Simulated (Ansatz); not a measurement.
# Ta4C3: pulling the crystal apart

This session takes Ta4C3 and sets out to open the crystal across a (1 0 0) plane.

Program: Ansatz 0.2.0. Level of theory: DFT PBEsol, scalar-relativistic, plane waves, PAW. These are calculated values, not measurements.

3 further runs of the same task are left out: 3 set aside as unsound or not needed. Runs told in other sessions of the task aren't counted.

**1. The starting structure**

It takes space group Pm-3m (No. 221, cubic). The conventional cell has a = 4.403 Å, b = 4.403 Å, c = 4.403 Å, α = 90.00°, β = 90.00°, γ = 90.00°. Ta (site symmetry 4/mmm) has 4 C at 2.20 Å in its first shell of neighbours. Ta (site symmetry m-3m) has 6 C at 2.20 Å in its first shell of neighbours. C (site symmetry 4/mmm) is surrounded by 6 Ta at 2.20 Å.

As a file:

```cif
data_structure
_symmetry_space_group_name_H-M 'P 1'
_symmetry_Int_Tables_number 1
_cell_length_a 4.4026
_cell_length_b 4.4026
_cell_length_c 8.8052
_cell_angle_alpha 90.000
_cell_angle_beta 90.000
_cell_angle_gamma 90.000
_cell_volume 170.67
loop_
_atom_site_label
_atom_site_type_symbol
_atom_site_fract_x
_atom_site_fract_y
_atom_site_fract_z
_atom_site_occupancy
Ta1 Ta 0.50000 0.50000 0.00000 1
Ta2 Ta 0.50000 0.50000 0.50000 1
Ta3 Ta 0.00000 0.50000 0.25000 1
Ta4 Ta 0.00000 0.50000 0.75000 1
Ta5 Ta 0.50000 0.00000 0.25000 1
Ta6 Ta 0.50000 0.00000 0.75000 1
Ta7 Ta 0.00000 0.00000 0.50000 1
Ta8 Ta 0.00000 0.00000 0.00000 1
C1 C 0.00000 0.00000 0.25000 1
C2 C 0.00000 0.00000 0.75000 1
C3 C 0.50000 0.00000 0.00000 1
C4 C 0.50000 0.00000 0.50000 1
C5 C 0.00000 0.50000 0.00000 1
C6 C 0.00000 0.50000 0.50000 1
```

It goes back to an entry of the Materials Project, which need not be the stable form.

It is built from the cell relaxed beforehand with the same method (12.19 Å³/atom).

**2. Zero of energy**

The cell is repeated 2 times, 14 atoms in all. Reference values: F = -79939.5947 eV; pressure 0.03 GPa; largest force 0.000 eV/Å; gap on the mesh none (metal). It was computed beforehand with the settings of the runs below.

**3. Setting up pulling the crystal apart**

The cut lies on the cell's a–b face, a (1 0 0) plane of area 19.38 Å², between layers 2.20 Å apart (C, Ta below, C, Ta above); the cell is 8.8 Å thick. Vector c is lengthened by d along the normal with the atoms' Cartesian places fixed: one unrelaxed cut per cell.

**4. Point d = 1.00 Å**

Input file input.yaml:

```yaml
crystal:
  lattice:
    - [0.0, -4.4026022057, 0.0]
    - [0.0, 0.0, -4.4026022057]
    - [9.8052044115, 0.0, 0.0]
  atoms:
    - { symbol: Ta, position: [0.5, 0.5, 0.7857616768] }
    - { symbol: Ta, position: [0.5, 0.5, 0.3367550044] }
    - { symbol: Ta, position: [1.0, 0.5, 0.1122516681] }
    - { symbol: Ta, position: [1.0, 0.5, 0.5612583406] }
    - { symbol: Ta, position: [0.5, 1.0, 0.1122516681] }
    - { symbol: Ta, position: [0.5, 1.0, 0.5612583406] }
    - { symbol: Ta, position: [0.0, 0.0, 0.3367550044] }
    - { symbol: Ta, position: [0.0, 0.0, 0.7857616768] }
    - { symbol: C, position: [0.0, 1.0, 0.1122516681] }
    - { symbol: C, position: [0.0, 1.0, 0.5612583406] }
    - { symbol: C, position: [0.5, 1.0, 0.7857616768] }
    - { symbol: C, position: [0.5, 1.0, 0.3367550044] }
    - { symbol: C, position: [0.0, 0.5, 0.7857616768] }
    - { symbol: C, position: [0.0, 0.5, 0.3367550044] }
basis:
  ecutwfc: 420
kpoints:
  mp_grid: { grid: [9, 9, 5] }
hamiltonian:
  xc: pbesol
scf:
  occupations: { method: gaussian, width: 0.15 }
output:
  forces: true
  stress: true
  eigenvalues: true
```

Started as:

```
ansatz run input.yaml --threads 2 --pin off --max-ram 5120MiB --backend cpu --events-out ev --progress --plain --runs-dir out
```

Further runs follow: At d = 3.00 Å; d = 0.50 Å; At d = 2.00 Å; d = 6.00 Å; point d = -0.30 Å; d = 0.25 Å; d = 1.50 Å; point d = 4.50 Å; At d = 0.75 Å; At d = -0.15 Å.

Q: Predict the outcome of this session. Wanted: largest traction sampled.

**Answer**, as computed:

| quantity | value |
| --- | --- |
| energy at d = 6.00 Å | 4.97 J/m² |
| largest traction sampled | 36.4 GPa at d = 0.50 Å |

**Reading.** At the widest gap the traction has died away, so 4.97 J/m² is the unrelaxed work of separation, the sum of the two faces' energies. The traction peaks at 36.4 GPa near 0.50 Å, an estimate of the ideal strength of rigid blocks on this coarse sampling. The runs treat Ta without spin-orbit coupling. Layers here are held mostly by dispersion, which this level lacks, so their spacing and the stiffness across them are unreliable there.
